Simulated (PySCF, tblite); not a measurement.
**C2H14GeOSi3: geometry, infrared bands and NMR shifts**

What infrared bands and NMR shifts should C2H14GeOSi3 (`CO[CH2][GeH2][SiH2][SiH2][SiH3]`) show?

Computed with tblite 0.8.0 and PySCF 2.14.0, with density-fitted response routines of our own, on a single molecule in the gas phase. Atoms are numbered from 0 throughout.

**1. Starting geometry**

21 atoms, charge 0, multiplicity 1; geometry from: force field or distance geometry start.

Bonds of the start (Å): C0–O1 1.42, O1–C2 1.42, C2–Ge3 1.95, Ge3–Si4 2.33, Si4–Si5 2.23, Si5–Si6 2.23, C0–H7 1.11, C0–H8 1.11, C0–H9 1.10, C2–H10 1.11, C2–H11 1.11, Ge3–H12 1.55, Ge3–H13 1.54, Si4–H14 1.46, Si4–H15 1.47, Si5–H16 1.48, Si5–H17 1.47, Si6–H18 1.47, Si6–H19 1.47, Si6–H20 1.48.

**2. Relaxing the molecule with GFN2-xTB**

The job: settings as JSON, then the geometry in Å.

```
{"job": {"kind": "relax", "xc": "GFN2-xTB", "basis": "xTB"}, "charge": 0, "multiplicity": 1}
C      2.553700     1.257400     0.281700
O      1.403400     0.621700    -0.255400
C      1.744500    -0.718700    -0.566000
Ge     0.130400    -1.608300    -1.204500
Si    -1.375900    -1.788900     0.558300
Si    -1.656300     0.221300     1.479800
Si    -2.232300     1.686100    -0.105400
H      2.877100     0.787100     1.237500
H      2.285200     2.309800     0.512000
H      3.376000     1.273400    -0.448500
H      2.485700    -0.752200    -1.388700
H      2.103100    -1.273800     0.322600
H      0.488400    -3.032200    -1.695800
H     -0.499300    -0.790100    -2.345900
H     -0.858100    -2.714300     1.560500
H     -2.666500    -2.272200     0.050000
H     -0.385700     0.654000     2.101300
H     -2.705000     0.146400     2.506600
H     -3.491400     1.249700    -0.719400
H     -1.170800     1.741700    -1.115800
H     -2.415200     3.019100     0.504000
```

Run with:

```console
$ OMP_NUM_THREADS=1 python probes_run.py task.json out
```

The driver reads the jobs from task.json and runs them one after another.

**Question.** This job is followed by: GFN2-xTB harmonic vibrations, gas phase; GIAO PBE0/pcSseg-1 NMR shielding, non-relativistic, gas phase. What will the session give for the following? strongest single infrared mode (GFN2-xTB); zero-point energy (GFN2-xTB); 13C shifts against TMS (PBE0/pcSseg-1); 1H shifts against TMS (PBE0/pcSseg-1, means over atoms taken as alike); 17O shifts against H2O (PBE0/pcSseg-1); 73Ge shifts against GeMe4 (PBE0/pcSseg-1); 29Si shifts against TMS (PBE0/pcSseg-1).

The runs gave:

| quantity | value |
| --- | --- |
| strongest single infrared mode (GFN2-xTB) | 576 cm⁻¹, 614 km/mol |
| zero-point energy (GFN2-xTB) | 86.8 kcal/mol |
| 13C shifts against TMS (PBE0/pcSseg-1) | 66.7, 63.2 ppm |
| 1H shifts against TMS (PBE0/pcSseg-1, means over atoms taken as alike) | 3.94, 3.59, 3.58, 3.51, 3.51, 3.31 ppm |
| 17O shifts against H2O (PBE0/pcSseg-1) | 22.5 ppm |
| 73Ge shifts against GeMe4 (PBE0/pcSseg-1) | -249 ppm |
| 29Si shifts against TMS (PBE0/pcSseg-1) | -110.2, -121.9, -122.5 ppm |

Relaxing lowered the energy by 0.507 eV in 139 steps; the close pair that moved most is Si4–Si5, from 2.229 to 2.324 Å. The lowest mode is imaginary (58i cm⁻¹), so the xTB geometry is not a minimum. The strongest single mode, at 576 cm⁻¹, is spread over several atoms, H17, H15, H12 among them. GFN2-xTB is a fitted tight-binding method: band positions and strengths are rough. Its intensities can rank the bands wrongly. C2 (sp3 CH2 bonded to Ge and O) lies farthest downfield among carbon, at 66.7 ppm; pulled downfield by the heteroatom. At PBE0/pcSseg-1: The largest span, 201 ppm, is at Ge3, where the paramagnetic term is -1177 ppm. Spin-orbit coupling is left out, which matters for shieldings and couplings at and beside the heavy atoms.
